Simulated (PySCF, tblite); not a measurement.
# CH7AsNSi radical: geometry, infrared bands and EPR parameters

Aim: predict the infrared bands and EPR parameters of CH7AsNSi radical (`N[CH][SiH2][AsH2]`).

The runs use tblite 0.8.0 and PySCF 2.14.0, with density-fitted response routines of our own; the level of theory stands in each step. All values are computed, except where a source is named. Atoms are numbered from 0 throughout.

### Step 1. The molecule as given

11 atoms, charge 0, multiplicity 2; geometry from: force field or distance geometry start.

Bonds of the start (Å): N0–C1 1.46, C1–Si2 1.87, Si2–As3 2.30, N0–H4 1.06, N0–H5 1.03, C1–H6 1.10, Si2–H7 1.47, Si2–H8 1.47, As3–H9 1.56, As3–H10 1.56.

### Step 2. Geometry optimisation with GFN2-xTB

Job settings and geometry (Å):

```
{"job": {"kind": "relax", "xc": "GFN2-xTB", "basis": "xTB"}, "charge": 0, "multiplicity": 2}
N     -1.522000    -0.025800     1.038700
C     -0.855400     0.936300     0.168000
Si     0.122300     0.022700    -1.143100
As     1.764100    -1.269000    -0.174000
H     -2.158400     0.521600     1.680500
H     -0.810900    -0.457100     1.652900
H     -1.595600     1.592600    -0.321400
H     -0.791800    -0.827300    -1.913600
H      0.745600     1.002500    -2.044600
H      2.613900    -0.018000     0.199800
H      2.493700    -1.475900    -1.534800
```

Launch:

```
$ OMP_NUM_THREADS=1 python probes_run.py task.json out
```

This one command runs all jobs of the session in turn.

What it wrote:

```text
step      E/eV     max force
  0    -343.59160    2.834
  1    -343.77567    1.448
  2    -343.88644    0.953
  3    -343.93101    0.673
  4    -343.97395    0.430
  5    -343.98837    0.355
  6    -343.99959    0.368
  7    -344.00764    0.348
  8    -344.01904    0.336
  9    -344.03226    0.468
 10    -344.04607    0.432
 11    -344.05699    0.328
 12    -344.06457    0.321
 13    -344.06985    0.195
 14    -344.07463    0.231
 15    -344.07903    0.209
 16    -344.08406    0.250
 17    -344.08960    0.217
 18    -344.09444    0.182
 19    -344.09815    0.136
 20    -344.10086    0.154
 21    -344.10332    0.229
 22    -344.10601    0.238
 23    -344.10874    0.148
 24    -344.11049    0.112
 25    -344.11198    0.100
 26    -344.11349    0.139
 27    -344.11505    0.140
 28    -344.11645    0.109
 29    -344.11788    0.115
 30    -344.11909    0.090
 31    -344.12009    0.069
 32    -344.12067    0.060
 33    -344.12120    0.059
 34    -344.12181    0.066
 35    -344.12248    0.065
 36    -344.12301    0.064
 37    -344.12331    0.039
 38    -344.12349    0.042
 39    -344.12369    0.046
 40    -344.12396    0.059
 41    -344.12426    0.064
 42    -344.12452    0.040
 43    -344.12468    0.050
 44    -344.12481    0.047
 45    -344.12494    0.050
 46    -344.12514    0.061
 47    -344.12539    0.051
 48    -344.12563    0.052
 49    -344.12578    0.041
 50    -344.12588    0.029
 51    -344.12597    0.030
 52    -344.12606    0.025
 53    -344.12613    0.024
 54    -344.12617    0.022
 55    -344.12622    0.019
 56    -344.12626    0.018
 57    -344.12631    0.026
 58    -344.12635    0.024
 59    -344.12639    0.019
 60    -344.12643    0.017
 61    -344.12645    0.013
 62    -344.12648    0.016
 63    -344.12650    0.018
 64    -344.12655    0.021
 65    -344.12662    0.024
 66    -344.12670    0.024
 67    -344.12674    0.018
 68    -344.12676    0.017
 69    -344.12679    0.020
 70    -344.12684    0.035
 71    -344.12696    0.052
 72    -344.12719    0.067
 73    -344.12749    0.058
 74    -344.12778    0.039
 75    -344.12795    0.040
 76    -344.12806    0.042
 77    -344.12825    0.042
 78    -344.12864    0.053
 79    -344.12926    0.074
 80    -344.12954    0.055
 81    -344.12904    0.118
 82    -344.12984    0.036
 83    -344.12990    0.025
 84    -344.13004    0.028
 85    -344.13018    0.043
 86    -344.13026    0.036
 87    -344.13032    0.018
 88    -344.13038    0.017
 89    -344.13047    0.023
 90    -344.13064    0.033
 91    -344.13071    0.037
 92    -344.13078    0.015
 93    -344.13081    0.008
```

It took 0.35 s on 1 thread of Arm Neoverse V2, shared host.

Along the way: (not every step is listed)

```
step  energy from step 0 (eV)  largest force (eV/Å)
   0                   0.0000                2.8338
   1                  -0.1841                1.4482
   2                  -0.2948                0.9527
   3                  -0.3394                0.6730
   4                  -0.3823                0.4304
   5                  -0.3968                0.3545
   6                  -0.4080                0.3684
   7                  -0.4160                0.3477
   8                  -0.4274                0.3360
  16                  -0.4925                0.2502
  24                  -0.5189                0.1117
  32                  -0.5291                0.0604
  40                  -0.5324                0.0585
  48                  -0.5340                0.0524
  56                  -0.5347                0.0181
  64                  -0.5349                0.0215
  72                  -0.5356                0.0667
  80                  -0.5379                0.0551
  88                  -0.5388                0.0168
  89                  -0.5389                0.0233
  90                  -0.5390                0.0333
  91                  -0.5391                0.0369
  92                  -0.5392                0.0150
  93                  -0.5392                0.0079
```

Close pairs (by a distance rule), those that changed most:

```
   bond  before (Å)  after (Å)  change (Å)
  N0–C1       1.459      1.378      -0.081
As3–H10       1.558      1.495      -0.063
 As3–H9       1.558      1.507      -0.051
  N0–H4       1.057      1.009      -0.048
Si2–As3       2.303      2.335      +0.032
 C1–Si2       1.873      1.847      -0.027
  C1–H6       1.104      1.079      -0.025
  N0–H5       1.034      1.013      -0.021
```

The end geometry stands in the next job.

### Step 3. Harmonic vibrations with GFN2-xTB

Job settings and geometry (Å):

```
{"job": {"kind": "ir", "xc": "GFN2-xTB", "basis": "xTB"}, "charge": 0, "multiplicity": 2}
N     -1.281852     0.148702     1.198874
C     -1.128043     0.686774    -0.059928
Si     0.062815     0.022000    -1.305013
As     1.534042    -1.370242    -0.143409
H     -1.717919     0.723433     1.904181
H     -0.504599    -0.407516     1.534421
H     -1.865738     1.433871    -0.308176
H     -0.568865    -0.789881    -2.372618
H      0.687340     1.159131    -2.010861
H      2.283139    -0.206116     0.450921
H      2.505104    -1.397487    -1.280120
```

What it wrote:

```text
mode    cm-1     km/mol
  1      40.2      3.76
  2      87.7      0.07
  3     108.6      1.42
  4     253.5     30.48
  5     319.1      3.51
  6     379.0     22.97
  7     401.2     22.08
  8     516.6     17.74
  9     551.6     53.87
 10     613.3    245.75
 11     621.3     18.14
 12     640.8    172.35
 13     681.7     69.73
 14     780.6    234.69
 15     837.6    231.14
 16    1011.6    176.46
 17    1030.3     10.84
 18    1252.4      7.42
 19    1378.1     13.94
 20    1489.7     52.99
 21    1875.9    699.17
 22    1949.5    646.99
 23    2059.2    490.68
 24    2121.6    302.27
 25    3071.1     45.18
 26    3356.8      5.22
 27    3442.5      0.80
```

It took 0.2 s on 1 thread of Arm Neoverse V2, shared host.

Which atoms move in the most intense modes:

```
cm⁻¹  km/mol                               atoms
 613   245.8  H5 41 %, H4 18 %, N0 12 %, H6 11 %
 781   234.7                   Si2 34 %, C1 29 %
 838   231.1                    H8 48 %, H7 45 %
1012   176.5                   H9 50 %, H10 49 %
1876   699.2                             H9 98 %
1950   647.0                            H10 98 %
2059   490.7                             H7 87 %
2122   302.3                             H8 88 %
```

### Step 4. g tensor and hyperfine couplings: B3LYP/def2-TZVP-core+pcH-1

The job, as its differences from that of step 3:

```diff
@@ -1,2 +1,2 @@
-{"job": {"kind": "ir", "xc": "GFN2-xTB", "basis": "xTB"}, "charge": 0, "multiplicity": 2}
+{"job": {"kind": "epr", "basis": "pcH-1"}, "charge": 0, "multiplicity": 2}
 N     -1.281852     0.148702     1.198874
```

With the program's defaults for keys left out, this is: UKS B3LYP, def2-TZVP-core on As, pcH-1 on C H N Si, non-relativistic, mean-field spin-orbit, GIAO.

What it wrote:

```text
UKS, coarse grid
  cycle   1  E = -2622.41788462  |g| = 1.36e+00
  cycle   2  E = -2622.41642590  |g| = 6.08e-01
  cycle   3  E = -2622.44882553  |g| = 3.18e-01
  cycle   4  E = -2622.47218887  |g| = 4.11e-02
  cycle   5  E = -2622.47304185  |g| = 9.76e-03
  cycle   6  E = -2622.47307943  |g| = 2.66e-03
  cycle   7  E = -2622.47308158  |g| = 1.15e-03
  cycle   8  E = -2622.47308244  |g| = 4.90e-04
UKS, final grid
  cycle   1  E = -2622.47307017  |g| = 6.75e-04
  cycle   2  E = -2622.47306992  |g| = 1.04e-03
  cycle   3  E = -2622.47307038  |g| = 8.07e-05
  cycle   4  E = -2622.47307038  |g| = 2.76e-05
E = -2622.47307038 Eh   <S^2> = 0.7534 (exact 0.7500)
g shifts (ppm)      1          2          3
  rmc          -164       -164       -164
  gc             20         14         19
  oz_so        -211        366       1448
  total        -356        215       1303
hyperfine (MHz)  atom isotope    a_iso     a_fc   dipolar eigenvalues
    0   14N      23.64      23.67    -14.40    -13.79     28.18
    1   13C      58.67      58.77    -61.33    -60.72    122.05
    2  29Si      40.53      40.59     -2.35     -0.71      3.06
    3  75As      -5.38      -5.26     -1.67     -1.12      2.80
    4    1H       8.60       8.59    -16.13     -6.24     22.37
    5    1H      -3.96      -3.97    -15.32     -6.34     21.66
    6    1H     -44.84     -44.85    -29.33     -0.31     29.64
    7    1H      71.38      71.38     -3.03     -1.62      4.65
    8    1H      39.61      39.61     -3.38     -2.15      5.53
    9    1H      -0.92      -0.92     -1.56     -1.47      3.03
   10    1H      -1.48      -1.48     -0.88     -0.80      1.68
```

It took 72 s on 1 thread of Arm Neoverse V2, shared host; peak memory 0.89 GiB.

Principal g values 2.00196, 2.00253, 2.00362; g(iso) = 2.00271, against 2.00232 for a free electron.

Hyperfine couplings; where a row names several nuclei, a(iso) is their mean (it holds for fast rotation or exchange) and the dipolar term the largest among them:

```
 nuclei  isotope  a(iso) (MHz)  a(iso) (G, at g = 2.0023)  largest dipolar term (MHz)
     C1      13C          58.7                       20.9                       122.1
 H7, H8       1H          55.5                       19.8                         5.5
     H6       1H         -44.8                      -16.0                        29.6
    Si2     29Si          40.5                       14.5                         3.1
     N0      14N          23.6                        8.4                        28.2
    As3     75As          -5.4                       -1.9                         2.8
 H4, H5       1H           2.3                        0.8                        22.4
H9, H10       1H          -1.2                       -0.4                         3.0
```

Mulliken spin populations:

```
atom  value (e)
  N0       0.21
  C1       0.77
 Si2       0.00
 As3       0.00
  H4       0.00
  H5      -0.01
  H6      -0.03
  H7       0.04
  H8       0.02
  H9       0.00
 H10       0.00
```

In first order the couplings over 0.8 MHz of 1H, 14N, 75As give 640 distinct lines over 80.7 G, if the averaged nuclei exchange fast.

Orbitals, density, ELF and potential are computed afterwards from the orbital file.

ELF in a plane through or near 7 of the atoms.

Ten even steps from '0' (0.00) to '9' (1.00):
```
0000000000000000000000000000
0000000000000000000000000000
0000000011110000000000000000
0000000134443100000000000000
0000001356665201773000000000
0000012343345305996123200000
0001367624524306997578710000
0004899926634303883799830000
0006999971227400464599720000
0005999975798534588654200000
0001377424633259315300000000
0000010002217729658740000000
0000000001212227679983000000
0000000001454322248983000000
0000000001245310013541000000
0000000000112100000000000000
0000000000000000000000000000
0000000000000000000000000000
0000000000000000000000000000
0000000000000000000000000000
```
The map spans 11.2 Å across and 8.8 Å up, centred on the molecule. Atoms in the plane (x, y in Å): N0 (1.8, 0.6), C1 (1.2, -0.5), Si2 (-0.6, -0.9), As3 (-1.7, 1.1), H4 (2.7, 0.9), H5 (1.1, 1.4), H10 (-3.0, 0.6).

log10 of the density (e/Å³) in the same plane.

Values, 10 rows by 14 columns:
```
-4.0 -4.0 -4.0 -4.0 -3.5 -3.4 -3.6 -4.0 -4.0 -4.0 -4.0 -4.0 -4.0 -4.0
-4.0 -4.0 -3.8 -2.8 -2.3 -2.1 -2.3 -2.9 -3.4 -3.6 -4.0 -4.0 -4.0 -4.0
-4.0 -3.7 -2.7 -1.8 -1.0 -0.7 -1.1 -1.9 -1.4 -1.5 -2.1 -2.8 -3.8 -4.0
-4.0 -3.0 -2.0 -0.9 -0.2  1.0 -0.4 -1.3  0.0  0.0 -0.5 -1.5 -2.9 -4.0
-4.0 -2.8 -1.6  0.0 -0.1  0.3 -0.3 -1.0 -0.1  1.8  0.1 -1.3 -2.8 -4.0
-4.0 -3.3 -2.3 -1.4 -1.1 -0.5  0.5 -0.2  0.3  0.0 -1.1 -2.3 -3.6 -4.0
-4.0 -4.0 -3.3 -2.6 -1.7 -0.7  0.3 -0.4 -0.4 -0.3 -1.1 -2.5 -3.8 -4.0
-4.0 -4.0 -4.0 -3.3 -2.2 -1.2 -0.8 -1.3 -1.6 -1.5 -2.0 -3.1 -4.0 -4.0
-4.0 -4.0 -4.0 -4.0 -3.1 -2.4 -2.3 -2.5 -3.1 -3.3 -3.6 -4.0 -4.0 -4.0
-4.0 -4.0 -4.0 -4.0 -4.0 -3.6 -3.5 -3.7 -4.0 -4.0 -4.0 -4.0 -4.0 -4.0
```
The map spans 11.2 Å across and 8.8 Å up, centred on the molecule. Atoms in the plane (x, y in Å): N0 (1.8, 0.6), C1 (1.2, -0.5), Si2 (-0.6, -0.9), As3 (-1.7, 1.1), H4 (2.7, 0.9), H5 (1.1, 1.4), H10 (-3.0, 0.6).

On the surface of density 0.002 e/bohr³ the electrostatic potential runs, from the 1st to the 99th percentile, from -1.02 V near N0 to 1.79 V near H4.

The spin density lies nearest to C1 56 %; N0 19 %; H6 7 %.

### Step 5. Outcome

```
                                 quantity                  value
strongest single infrared mode (GFN2-xTB)  1876 cm⁻¹, 699 km/mol
             zero-point energy (GFN2-xTB)          44.1 kcal/mol
                           g(iso) (B3LYP)                2.00271
                                     ⟨S²⟩     0.753 (exact 0.75)
       largest a(iso) (averaged by class)    13C on C1, 58.7 MHz
    surface potential, 1st and 99th percentile     -1.02 V and 1.79 V
```

The optimisation took 93 steps and gained 0.539 eV; among the close pairs (by a distance rule), N0–C1 changed most, from 1.459 to 1.378 Å. All 27 modes are real, so the xTB geometry is a minimum. The strongest single mode, at 1876 cm⁻¹, moves mainly H9. Unscaled tight-binding wavenumbers are off by several per cent, some by more. Its intensities can rank the bands wrongly. Most of the unpaired spin sits on C1 (0.77 e). The isotropic g lies 0.4 ppt above the free-electron value. The hyperfine terms hold no scalar relativity, which the heavier nuclei need.
